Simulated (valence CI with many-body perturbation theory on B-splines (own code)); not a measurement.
# Levels and ionisation energy of Bi⁵⁰⁺

Aim: the low levels of Bi⁵⁰⁺, its ionisation energy, and how pure its levels are, set against NIST.

The numbers are computed with an in-house CI+MBPT code version 3 (configuration interaction of the valence electrons, many-body perturbation theory for a frozen closed Dirac-Fock core, no-pair Dirac Hamiltonian, B-spline basis), except any that are marked as measured or tabulated.

## (1) Starting point

- element: bismuth (Z = 83, A = 209)
- charge: +50
- frozen core: [Ar] 3d10
- start configuration of the valence electrons: 4s2 4p3
- nuclear rms radius: 5.5211 fm

## (2) The run

Input settings:

```ini
atom Bi  Z=83  mass_number=209  rms_radius_fm=5.5211
core [Ar] 3d10
valence 4s2 4p3
avg = 1
basis = M
breit = 1
cap = 40000
capref = 1200
cscale = 1
de = 0.0
dress = 0
eps = 2e-08
h = 0.27
hh = 1
l2 = 3
lcore = 6
maxit = 60
n2 = 5
natural = 1
nlev = 45
nno = [5, 5, 5, 4, 2, 1]
nroot = 26
nsp = [4, 4, 3, 2, 1, 0]
pt2 = 1
qed = 1
rpa = 1
s1 = 1
s2 = 1
s3 = 1
screen = 1
tol = 2e-05
```

Run with:

```
python run_cv.py task.json out
```

task.json holds these settings.

**Question.** What will come out?

The runs gave:

| quantity | computed | tabulated |
| --- | --- | --- |
| lowest level | 4s2 4p3 ²P° 3/2 | 4p3 °3/2 |
| first excitation | 4s2 4p3 ⁴S° 3/2, 169.47 eV | - |
| ionisation energy, to 4s2 4p2 ³P J = 0 | 2837.4 eV | 2835 ± 4 eV (tabulated theoretical) |
| dipole polarisability of the lowest level | 0.01839 bohr³ | - |
| hyperfine A/(μ/I) of the lowest level | 89290 MHz | - |
| no level missing from the run's list below | 601.90 eV | - |

**Reading.** The ionisation energy is 2.4 eV (0.08 %) above the NIST entry, whose uncertainty is 4 eV. Of the added terms Breit moves the ionisation energy most, by -2.32 eV. The lowest level is 99 % 4s2 4p3, but only 48 % ²P° beside 27 % ²D°, so its LS name says little. Cautions: intervals between levels of different J carry noise of about a tenth of the second-order remainder, tens of cm⁻¹ or more; by estimate large intervals hold to a few tenths of a per cent, small ones and the rates on them less well.
